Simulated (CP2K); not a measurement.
**PBE/TZV2P-MOLOPT-PBE-GTH (core potential) run of C2H7NSi (SMILES C=C[SiH2]N)**

What is the energy change on altering one bond length of C2H7NSi at PBE/TZV2P-MOLOPT-PBE-GTH (core potential)? 

The results are computed with CP2K 2026.2.

1 further run of the same task is left out (set aside as unsound or not needed).

### Step 1. The structure to begin with

C2H7NSi has 11 atoms, charge 0, and is taken as a singlet. As SMILES, `C=C[SiH2]N`. The shape is that of a PBE0-D4/def2-TZVP optimisation. This is one conformer, not always the lowest.

Bond lengths: C1–C2 1.330 Å, C2–Si3 1.865 Å, Si3–N4 1.715 Å, C1–H5 1.087 Å, C1–H6 1.087 Å, C2–H7 1.091 Å, Si3–H8 1.488 Å, Si3–H9 1.488 Å, N4–H10 1.006 Å, N4–H11 1.006 Å. Some angles: C1–C2–Si3 123.1°, C2–Si3–N4 114.9°, C1–C2–H7 118.1°, Si3–C2–H7 118.8°, C2–C1–H5 122.6°, C2–C1–H6 121.2°, C2–Si3–H8 108.4°, C2–Si3–H9 108.4°, N4–Si3–H8 107.9°, N4–Si3–H9 108.0°.

### Step 2. The energy at PBE/TZV2P-MOLOPT-PBE-GTH (core potential)

Contents of job.inp:

```
&FORCE_EVAL
  METHOD Quickstep
  &DFT
    BASIS_SET_FILE_NAME BASIS_MOLOPT_UZH
    POTENTIAL_FILE_NAME POTENTIAL_UZH
    CHARGE 0
    MULTIPLICITY 1
    &QS
      METHOD GPW
      EPS_DEFAULT 1.0E-10
    &END QS
    &MGRID
      CUTOFF 400
      REL_CUTOFF 50
      NGRIDS 4
    &END MGRID
    &POISSON
      PERIODIC NONE
      POISSON_SOLVER MULTIPOLE
    &END POISSON
    &SCF
      SCF_GUESS ATOMIC
      EPS_SCF 1.0E-06
      MAX_SCF 80
      ADDED_MOS 5
      &DIAGONALIZATION
        ALGORITHM STANDARD
      &END DIAGONALIZATION
      &MIXING
        METHOD PULAY_MIXING
        ALPHA 0.2
        NBUFFER 4
      &END MIXING
    &END SCF
    &XC
      &XC_FUNCTIONAL PBE
      &END XC_FUNCTIONAL
    &END XC
    ! extra output
    &PRINT
      &MOMENTS
        PERIODIC F
        REFERENCE COM
        MAX_MOMENT 1
      &END MOMENTS
      &MO ON
        ENERGIES T
        OCCUPATION_NUMBERS T
        NDIGITS 6
        &EACH
          QS_SCF 0
        &END EACH
        ADD_LAST NUMERIC
      &END MO
      &HIRSHFELD OFF
      &END HIRSHFELD
    &END PRINT
  &END DFT
  &SUBSYS
    &CELL
      ABC [angstrom] 10.1 11.4 10.7
      PERIODIC NONE
    &END CELL
    &COORD
      C     -0.676100     1.337000    -0.945000
      C      0.089300     1.208600     0.135100
      Si     0.596500    -0.444500     0.832600
      N      0.002900    -1.803700    -0.028600
      H     -0.967100     2.304600    -1.344700
      H     -1.046800     0.465600    -1.479100
      H      0.433000     2.116700     0.631600
      H      0.099500    -0.536600     2.232600
      H      2.083200    -0.516700     0.836000
      H      0.404900    -2.086000    -0.906300
      H     -0.953800    -2.102100     0.056300
    &END COORD
    &TOPOLOGY
      &CENTER_COORDINATES
      &END CENTER_COORDINATES
    &END TOPOLOGY
    &KIND C
      BASIS_SET TZV2P-MOLOPT-PBE-GTH-q4
      POTENTIAL GTH-PBE-q4
    &END KIND
    &KIND Si
      BASIS_SET TZV2P-MOLOPT-PBE-GTH-q4
      POTENTIAL GTH-PBE-q4
    &END KIND
    &KIND N
      BASIS_SET TZV2P-MOLOPT-PBE-GTH-q5
      POTENTIAL GTH-PBE-q5
    &END KIND
    &KIND H
      BASIS_SET TZV2P-MOLOPT-PBE-GTH-q1
      POTENTIAL GTH-PBE-q1
    &END KIND
  &END SUBSYS
&END FORCE_EVAL
&GLOBAL
  PROJECT_NAME job
  RUN_TYPE ENERGY
  PRINT_LEVEL MEDIUM
&END GLOBAL
```

On the command line:

```
$ OMP_NUM_THREADS=1 cp2k.psmp -i job.inp -o job.out
```

The program printed:

```text
CP2K| version string:                                       CP2K version 2026.2
[...]
 GLOBAL| Method name                                                        CP2K
[...]
 GLOBAL| Run type                                                         ENERGY
[...]
 DFT| Spin restricted Kohn-Sham (RKS) calculation                            RKS
 DFT| Multiplicity                                                             1
[...]
 DFT| Charge                                                                   0
[...]
 FUNCTIONAL| PBE:
 QS| Method:                                                                 GPW
[...]
 QS| Density cutoff [a.u.]:                                                200.0
[...]
 QS| Relative density cutoff [a.u.]:                                        25.0
[...]
                             - Atoms:                                         11
[...]
                             - Spherical basis functions:                    214
[...]
 Number of electrons:                                                         24
[...]
     1 NoMix/Diag. 0.20E+00    5.6     0.79353593       -28.7680725842 -2.88E+01
[...]
    28 Pulay/Diag. 0.20E+00    7.1     0.00000085       -29.3991248755 -1.52E-06
  *** SCF run converged in    28 steps ***
[...]
  Overlap energy of the core charge distribution:               0.00000224764730
  Self energy of the core charge distribution:                -71.61346399024860
  Core Hamiltonian energy:                                     21.44230972091041
  Hartree energy:                                              30.51339492445885
  Exchange-correlation energy:                                 -9.74136777822401
  Total energy:                                               -29.39912487545605
[...]
                     Mulliken Population Analysis
 #  Atom  Element  Kind  Atomic population                           Net charge
       1     C        1          4.005149                             -0.005149
       2     C        1          3.979278                              0.020722
       3     Si       2          3.465003                              0.534997
       4     N        3          5.307667                             -0.307667
       5     H        4          1.037808                             -0.037808
       6     H        4          1.041692                             -0.041692
       7     H        4          1.054302                             -0.054302
       8     H        4          1.108996                             -0.108996
       9     H        4          1.108666                             -0.108666
      10     H        4          0.945728                              0.054272
      11     H        4          0.945711                              0.054289
 # Total charge                             24.000000                  0.000000
[...]
  Dipole moment [Debye]
    X= -0.7724417E+00 Y= -0.8801252E-01 Z= -0.1097798E+01  Total=      1.3452032
 ENERGY| Total FORCE_EVAL ( QS ) energy [hartree]            -29.399124875456046
[...]
```

It took 3.3 min on 1 thread of Intel Xeon at 2.50GHz (Skylake/Cascade Lake), shared host; peak memory 1.4 GiB.

### Step 3. The distorted shape

Contents of gas.inp:

```
&FORCE_EVAL
  METHOD Quickstep
  &DFT
    BASIS_SET_FILE_NAME BASIS_MOLOPT_UZH
    POTENTIAL_FILE_NAME POTENTIAL_UZH
    &QS
      METHOD GPW
      EPS_DEFAULT 1.0E-10
    &END
    &MGRID
      CUTOFF 400
      REL_CUTOFF 50
      NGRIDS 4
    &END
    &POISSON
      PERIODIC NONE
      POISSON_SOLVER MULTIPOLE
    &END
    &SCF
      SCF_GUESS ATOMIC
      EPS_SCF 1.0E-06
      MAX_SCF 80
      ADDED_MOS 3
      &DIAGONALIZATION
        ALGORITHM STANDARD
      &END
      &MIXING
        METHOD PULAY_MIXING
        ALPHA 0.4
        NBUFFER 8
      &END
    &END
    &XC
      &XC_FUNCTIONAL PBE
      &END
    &END
    &PRINT
      &MOMENTS
        PERIODIC F
        REFERENCE COM
        MAX_MOMENT 1
      &END
      &MO ON
        ENERGIES T
        OCCUPATION_NUMBERS T
        NDIGITS 6
        &EACH
          QS_SCF 0
        &END
        ADD_LAST NUMERIC
      &END
      &HIRSHFELD OFF
      &END
    &END
  &END
  &SUBSYS
    &CELL
      ABC 10.3 11.5 10.7
      PERIODIC NONE
    &END
    &COORD
      C     -0.389062     1.426529    -0.970473
      C      0.376338     1.298129     0.109627
      Si     0.883538    -0.354971     0.807127
      N      0.289938    -1.714171    -0.054073
      H     -0.680062     2.394129    -1.370173
      H     -0.759762     0.555129    -1.504573
      H      0.720038     2.206229     0.606127
      H      0.386538    -0.447071     2.207127
      H      2.370238    -0.427171     0.810527
      H      0.691938    -1.996471    -0.931773
      H     -0.953800    -2.102100     0.056300
    &END
    &TOPOLOGY
      &CENTER_COORDINATES
      &END
    &END
    &KIND C
      BASIS_SET TZV2P-MOLOPT-PBE-GTH-q4
      POTENTIAL GTH-PBE-q4
    &END
    &KIND Si
      BASIS_SET TZV2P-MOLOPT-PBE-GTH-q4
      POTENTIAL GTH-PBE-q4
    &END
    &KIND N
      BASIS_SET TZV2P-MOLOPT-PBE-GTH-q5
      POTENTIAL GTH-PBE-q5
    &END
    &KIND H
      BASIS_SET TZV2P-MOLOPT-PBE-GTH-q1
      POTENTIAL GTH-PBE-q1
    &END
  &END
&END

&GLOBAL
  PROJECT gas
  RUN_TYPE ENERGY
  PRINT_LEVEL MEDIUM
&END
```

On the command line:

```
$ OMP_NUM_THREADS=1 cp2k.psmp -i gas.inp > gas.out 2>&1
```

The program printed, shortened:

```text
CP2K| version string:                                       CP2K version 2026.2
[...]
 GLOBAL| Method name                                                        CP2K
[...]
 GLOBAL| Run type                                                         ENERGY
[...]
 DFT| Spin restricted Kohn-Sham (RKS) calculation                            RKS
 DFT| Multiplicity                                                             1
[...]
 DFT| Charge                                                                   0
[...]
 FUNCTIONAL| PBE:
 QS| Method:                                                                 GPW
[...]
 QS| Density cutoff [a.u.]:                                                200.0
[...]
 QS| Relative density cutoff [a.u.]:                                        25.0
[...]
                             - Atoms:                                         11
[...]
                             - Spherical basis functions:                    214
[...]
 Number of electrons:                                                         24
[...]
     1 NoMix/Diag. 0.40E+00    5.5     0.76975856       -28.7162669267 -2.87E+01
[...]
    21 Pulay/Diag. 0.40E+00    7.8     0.00000055       -29.3597311600  1.29E-07
  *** SCF run converged in    21 steps ***
[...]
  Overlap energy of the core charge distribution:               0.00000212820636
  Self energy of the core charge distribution:                -71.61346399024860
  Core Hamiltonian energy:                                     21.16084150037948
  Hartree energy:                                              30.73540055545981
  Exchange-correlation energy:                                 -9.64251135376689
  Total energy:                                               -29.35973115996985
[...]
                     Mulliken Population Analysis
 #  Atom  Element  Kind  Atomic population                           Net charge
       1     C        1          4.004497                             -0.004497
       2     C        1          3.980154                              0.019846
       3     Si       2          3.467523                              0.532477
       4     N        3          5.477097                             -0.477097
[...]
  Dipole moment [Debye]
    X= -0.8692280E+00 Y= -0.1354463E+00 Z= -0.1055419E+01  Total=      1.3739771
 ENERGY| Total FORCE_EVAL ( QS ) energy [hartree]            -29.359731159969847
[...]
```

Wall time 2.7 min (1 thread of Intel Xeon at 2.50GHz (Skylake/Cascade Lake), shared host); peak memory 1.7 GiB.

### Step 4. Outcome

Level: PBE/TZV2P-MOLOPT-PBE-GTH (core potential).

| quantity | value |
| --- | --- |
| first shape: total energy | -29.39912 Eh |
| first shape: dipole moment | 1.35 D |
| first shape: HOMO energy | -5.97 eV |
| first shape: LUMO energy | -1.21 eV |
| first shape: HOMO–LUMO gap | 4.76 eV |
| distorted shape: total energy | -29.35973 Eh |
| distorted shape: dipole moment | 1.37 D |
| distorted shape: HOMO energy | -5.87 eV |
| distorted shape: LUMO energy | -1.28 eV |
| distorted shape: HOMO–LUMO gap | 4.59 eV |
| energy change with the N4–H11 bond stretched from 1.006 to 1.307 Å | 1.072 eV |

**Reading.** With the N4–H11 bond stretched from 1.006 to 1.307 Å the energy rises by 1.07 eV (25 kcal/mol). The first shape isn't relaxed at this level, so the change isn't measured from a minimum.
